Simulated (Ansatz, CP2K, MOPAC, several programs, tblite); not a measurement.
## KZnI3 (cubic perovskite) from semi-empirical methods to plane-wave DFT

KZnI3, cubic perovskite, relaxed with r2SCAN in Ansatz, was computed with several methods. Space group Pm-3m (No. 221), cubic; conventional cell a = 5.699 Å, 37.02 Å³ an atom. K is surrounded by 12 I at 4.03 Å; Zn is surrounded by 6 I at 2.85 Å; I is surrounded by 2 Zn at 2.85 Å and 4 K at 4.03 Å. (Calculated; spin-unpolarised; the phase may be known or hypothetical.)

```
K Zn I
1.0
     5.69919    0.00000    0.00000
     0.00000    5.69919    0.00000
     0.00000    0.00000    5.69919
K Zn I
1 1 3
Direct
  0.00000 0.00000 0.00000
  0.50000 0.50000 0.50000
  0.50000 0.50000 0.00000
  0.50000 0.00000 0.50000
  0.00000 0.50000 0.50000
```

Gaps and times are for a single point on this cell; volume and bulk modulus come from each method's own relaxation or energy curve at fixed shape. Times are rough, from shared hosts (Arm Neoverse V1), and each method has its own mesh and cell size. PM6 (MOPAC), PM7 (MOPAC), GFN1-xTB (tblite), GFN2-xTB (tblite) treat a cluster of cells at its zone centre, which samples few k points: where these miss a band edge, the gap comes out too large for that reason alone. Gaps from k meshes are read at a limited set of points (mesh, symmetry points, PBE's band edges), so each method's own least gap may be somewhat smaller. xTB and the PM methods were fitted mostly to molecules, and can miss a solid's gap by electronvolts. Minimal bases can be far off for gaps. d marks a direct gap, i an indirect one (no mark: not told apart), a dash a value that wasn't computed or didn't pass its checks.

| method | kind | gap (eV) | own volume (Å³/atom) | bulk modulus (GPa) | atoms computed | processor time |
| --- | --- | --- | --- | --- | --- | --- |
| GFN1-xTB (tblite) | tight binding | 0 | 37.68 | 29 | 40 | 2.1 s |
| light PBE (260 eV, its own mesh) | light plane-wave | overlap 0.52 | – | – | 5 | 2.1 s |
| PM7 (MOPAC) | semi-empirical | 8.80 | 38.73 | 53 | 40 | 2.5 s |
| GFN2-xTB (tblite) | tight binding | 0 | – | – | 40 | 2.9 s |
| PM6 (MOPAC) | semi-empirical | 1.66 | – | – | 40 | 3.8 s |
| PBE | semilocal | overlap 0.55 | 38.05 | 21 | 5 | 7.1 s |
| PBE/SZV (CP2K) | small basis | overlap 0.56 | – | – | 5 | 9.4 s |
| r2SCAN | semilocal | overlap 0.54 | 37.02 | 24 | 5 | 20 s |
| PBE/DZVP (CP2K) | small basis | overlap 0.58 | 38.54 | 20 | 5 | 25 s |

Volumes against r2SCAN's: GFN1-xTB (tblite) +1.8 %, PM7 (MOPAC) +4.6 %, PBE +2.8 %, PBE/DZVP (CP2K) +4.1 %.

With PBE and r2SCAN the bands overlap or touch, or nearly. Semilocal functionals can close a real gap, so this doesn't show a metal; small gaps of other methods may in turn close between the points read or with spin-orbit coupling, and the solid may be a semimetal.

No spin-orbit coupling is included; it can move band edges with weight on the heavy atoms by tenths of an eV.
